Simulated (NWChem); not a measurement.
# C2H6AlBr (SMILES C[CH2][AlH][Br]): levels of theory compared

We compute a comparison of 4 runs (HF/STO-3G, HF/3-21G, B3LYP/6-31G*) of C2H6AlBr. 

The calculation is run with NWChem 7.3.0.

## 1. The structure to begin with

The species is C2H6AlBr (10 atoms), meant as a singlet with charge 0. As SMILES, `C[CH2][AlH][Br]`. The coordinates come from a PBE0-D4/def2-TZVP relaxation. This is one conformer, not always the lowest.

Bond lengths: C1–C2 1.527 Å, C2–Al3 1.948 Å, Al3–Br4 2.267 Å, C1–H5 1.092 Å, C1–H6 1.094 Å, C1–H7 1.093 Å, C2–H8 1.099 Å, C2–H9 1.099 Å, Al3–H10 1.581 Å. Some angles: C1–C2–Al3 117.3°, C2–Al3–Br4 119.0°, C1–C2–H8 110.6°, C1–C2–H9 110.6°, Al3–C2–H8 106.7°, Al3–C2–H9 106.6°, C2–C1–H5 111.6°, C2–C1–H6 111.8°, C2–C1–H7 111.6°, C2–Al3–H10 124.6°.

## 2. Energy and forces at HF/STO-3G (run 1)

job.nw reads:

```
start job
title "C2H6AlBr gradient"
memory stack 880 mb heap 220 mb global 1100 mb

geometry units bohr noautosym nocenter noautoz
C  -1.92411914  1.50705658  0.44710920
C   0.11357254 -0.34676474  1.30296616
Al  2.36499224 -1.68941516 -1.28217918
Br  1.79618468 -0.49473030 -5.35699562
H  -3.18305468  0.66083723 -0.95317786
H  -3.09291475  2.14540607  2.02767613
H  -1.10473389  3.18456647 -0.43444804
H   1.32129651  0.51268270  2.75692144
H  -0.74058367 -1.98402346  2.25274251
H   4.60620743 -3.59199142 -0.75475661
end

basis spherical bse
* library STO-3G
end

scf
thresh 1e-08
maxiter 80
print medium
end

task scf gradient
```

On the command line:

```console
nwchem job.nw > job.out
```

The log of the run:

```text
[...]
  functions       =    43
[...]
  wavefunction    = RHF
[...]
         Total SCF energy =  -2862.078953225190
      One-electron energy =  -4571.421169900636
      Two-electron energy =   1425.005214850707
 Nuclear repulsion energy =    284.337001824740
        Time for solution =      3.4s
[...]
                         RHF ENERGY GRADIENTS
    atom               coordinates                        gradient
                 x          y          z           x          y          z
   1 C      -1.924119   1.507057   0.447109    0.011625  -0.010665   0.004407
   2 C       0.113573  -0.346765   1.302966   -0.030299   0.025308  -0.000492
   3 Al      2.364992  -1.689415  -1.282179   -0.017631   0.012904   0.006946
   4 Br      1.796185  -0.494730  -5.356996   -0.003624   0.007817  -0.027111
   5 H      -3.183055   0.660837  -0.953178   -0.002684  -0.000703  -0.004088
   6 H      -3.092915   2.145406   2.027676   -0.003137   0.001763   0.004103
   7 H      -1.104734   3.184566  -0.434448    0.000934   0.003741  -0.003191
   8 H       1.321297   0.512683   2.756921    0.008526  -0.000411   0.007046
   9 H      -0.740584  -1.984023   2.252743    0.000760  -0.009794   0.005134
  10 H       4.606207  -3.591991  -0.754757    0.035532  -0.029961   0.007247
[...]
```

Run time: 5.4 s. Hardware: 1 thread of Intel Xeon Platinum 8252C at 3.80GHz (Skylake/Cascade Lake), shared host; peak memory 0.1 GiB.

## 3. Energy and forces at HF/3-21G (run 2)

test.nw reads:

```
start test
title "C2H6AlBr gradient"
memory 2200 mb
geometry units angstrom noautosym nocenter noautoz
C     -1.018200     0.797500     0.236600
C      0.060100    -0.183500     0.689500
Al     1.251500    -0.894000    -0.678500
Br     0.950500    -0.261800    -2.834800
H     -1.684400     0.349700    -0.504400
H     -1.636700     1.135300     1.073000
H     -0.584600     1.685200    -0.229900
H      0.699200     0.271300     1.458900
H     -0.391900    -1.049900     1.192100
H      2.437500    -1.900800    -0.399400
end
basis "ao basis" spherical bse
C library 3-21G
Al library 3-21G
Br library 3-21G
H library 3-21G
end
scf
thresh 1e-08
maxiter 80
print low
end
task scf gradient
```

On the command line:

```console
nwchem test.nw > test.out
```

The log of the run:

```text
[...]
  functions       =    65
[...]
  wavefunction    = RHF
[...]
         Total SCF energy =  -2879.493714845530
      One-electron energy =  -4578.563357519713
      Two-electron energy =   1414.732620432307
 Nuclear repulsion energy =    284.337022241876
        Time for solution =      3.9s
[...]
                         RHF ENERGY GRADIENTS
    atom               coordinates                        gradient
                 x          y          z           x          y          z
   1 C      -1.924119   1.507056   0.447109    0.012893  -0.011734   0.005212
   2 C       0.113573  -0.346765   1.302966   -0.005435   0.007516  -0.015106
   3 Al      2.364992  -1.689415  -1.282179   -0.006212   0.007152  -0.012254
   4 Br      1.796185  -0.494730  -5.356995    0.002065  -0.005501   0.021220
   5 H      -3.183054   0.660837  -0.953178   -0.003217  -0.001405  -0.004268
   6 H      -3.092915   2.145406   2.027676   -0.003638   0.002190   0.003962
   7 H      -1.104734   3.184566  -0.434448    0.001490   0.004358  -0.003068
   8 H       1.321296   0.512683   2.756921    0.004146   0.000315   0.002751
   9 H      -0.740584  -1.984023   2.252742    0.000055  -0.004655   0.001699
  10 H       4.606207  -3.591991  -0.754757   -0.002148   0.001763  -0.000148
[...]
```

Run time: 6 s. Hardware: 1 thread of Intel Xeon Platinum 8252C at 3.80GHz (Skylake/Cascade Lake), shared host; peak memory 0.1 GiB.

Run 3 isn't shown in full; the table further down has it.

## 4. Energy and gradient at B3LYP/6-31G(d) (spherical functions) (run 4)

input.xyz reads:

```xyz
10
C2H6AlBr
C     -1.018200     0.797500     0.236600
C      0.060100    -0.183500     0.689500
Al     1.251500    -0.894000    -0.678500
Br     0.950500    -0.261800    -2.834800
H     -1.684400     0.349700    -0.504400
H     -1.636700     1.135300     1.073000
H     -0.584600     1.685200    -0.229900
H      0.699200     0.271300     1.458900
H     -0.391900    -1.049900     1.192100
H      2.437500    -1.900800    -0.399400
```

input.nw reads:

```
start input
title "C2H6AlBr"
memory 2200 mb
geometry noautosym nocenter noautoz
   load format xyz input.xyz
end
basis spherical bse
   * library 6-31G*
end
dft
   xc b3lyp
   mult 1
   grid fine
   convergence energy 1e-08
   iterations 100
   mulliken
end
task dft gradient
```

On the command line:

```console
nwchem input.nw > input.out
```

The log of the run:

```text
[...]
          Wavefunction type:  closed shell.
          No. of atoms     :    10
          No. of electrons :    66
[...]
          Charge           :     0
          Spin multiplicity:     1
[...]
          AO basis - number of functions:    90
[...]
              XC Information
              --------------
                         B3LYP Method XC Potential
                     Hartree-Fock (Exact) Exchange  0.200
                        Slater Exchange Functional  0.800 local
                    Becke 1988 Exchange Functional  0.720 non-local
              Lee-Yang-Parr Correlation Functional  0.810
                  VWN I RPA Correlation Functional  0.190 local
[...]
 d= 0,ls=0.0,diis     1  -2896.1548521401 -3.18D+03  8.88D-03  3.43D-01     3.6
[...]
 d= 0,ls=0.0,diis     8  -2896.1961888063  6.23D-09  3.25D-06  1.71D-07    21.7
         Total DFT energy =    -2896.196188806274
      One electron energy =    -4592.120526927484
           Coulomb energy =     1534.771650495356
    Exchange-Corr. energy =     -123.184334616021
 Nuclear repulsion energy =      284.337022241876
[...]
  wavefunction    = closed shell
[...]
```

It took 33 s on 1 thread of Intel Xeon Platinum 8252C at 3.80GHz (Skylake/Cascade Lake), shared host; peak memory 0.13 GiB.

## 5. Overview of the runs

| run | level | Cartesian functions | iteration cap | energy (Eh) | largest force (eV/Å) | wall time |
| --- | --- | --- | --- | --- | --- | --- |
| 1 | HF/STO-3G | no | 80 | -2862.078953 | 2.419 | 5.4 s |
| 2 | HF/3-21G | no | 80 | -2879.493715 | 1.132 | 6 s |
| 3 | B3LYP/6-31G* (Cartesian functions) | yes | 100 | -2896.207687 | 0.299 | 34 s |
| 4 | B3LYP/6-31G* (spherical functions) | no | 100 | -2896.196189 | 0.289 | 33 s |

## 6. Summary of results

| quantity | value |
| --- | --- |
| run 4: total energy | -2896.19619 Eh |
| run 4: dipole moment | 2.16 D |
| run 4: HOMO energy | -7.43 eV |
| run 4: LUMO energy | -1.40 eV |
| run 4: HOMO–LUMO gap | 6.02 eV |
| run 4: largest force on an atom | 0.289 eV/Å |

What this shows: In run 1 the basis is minimal, so the values are rough. All runs together took 78 s, the longest 34 s.
